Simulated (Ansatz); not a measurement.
# SnSe2: the cost of one run

Method: DFT PBE+D3(BJ), scalar-relativistic, plane waves, PAW, in Ansatz 0.2.0.

3 further runs of the same task are left out: 3 set aside as unsound or not needed.

## 1. The system as given

It takes space group P-3m1 (No. 164, trigonal). The conventional cell has a = 3.838 Å, b = 3.838 Å, c = 6.015 Å, α = 90.00°, β = 90.00°, γ = 120.00°. Sn (site symmetry -3m) is surrounded by 6 Se at 2.73 Å. Se (site symmetry 3m) has 3 Sn at 2.73 Å as nearest neighbours.

As a file:

```
Sn Se
1.0
     3.83808    0.00000    0.00000
    -1.91904    3.32387    0.00000
     0.00000    0.00000    6.01468
Sn Se
1 2
Direct
  0.00000 0.00000 0.00000
  0.33333 0.66667 0.26509
  0.66667 0.33333 0.73491
```

This cell was relaxed beforehand with the same method: volume 25.58 Å³/atom, gap on the mesh 0.35 eV.

## 2. The bulk's band edges

File input.yaml:

```yaml
crystal:
  lattice:
    - [3.8380776313, 0.0, 0.0]
    - [-1.9190388156, 3.3238727304, 0.0]
    - [0.0, 0.0, 6.014678527]
  atoms:
    - { symbol: Sn, position: [0.0, 0.0, 0.0] }
    - { symbol: Se, position: [0.3333333333, 0.6666666667, 0.2650914472] }
    - { symbol: Se, position: [0.6666666667, 0.3333333333, 0.7349085528] }
basis:
  ecutwfc: 420
kpoints:
  mp_grid: { grid: [12, 12, 6] }
  band_path: { path: [VBM, CBM], npoints: 2 }
hamiltonian:
  xc: pbe
  dispersion: d3bj
scf:
  occupations: { method: gaussian, width: 0.02 }
output:
  forces: true
  stress: true
  eigenvalues: true
  write_density: true
  write_potential: true
  elf: true
  volumetric_format: npy
```

The run is started by

```sh
> ansatz run input.yaml --threads 1 --pin off --max-ram 2560MiB --backend cpu --events-out ev --progress --plain --runs-dir out
```

What time and memory should one allow on 1 thread of Intel Xeon at 2.70GHz, shared host?

About 38 s, with a peak of 0.48 GiB.
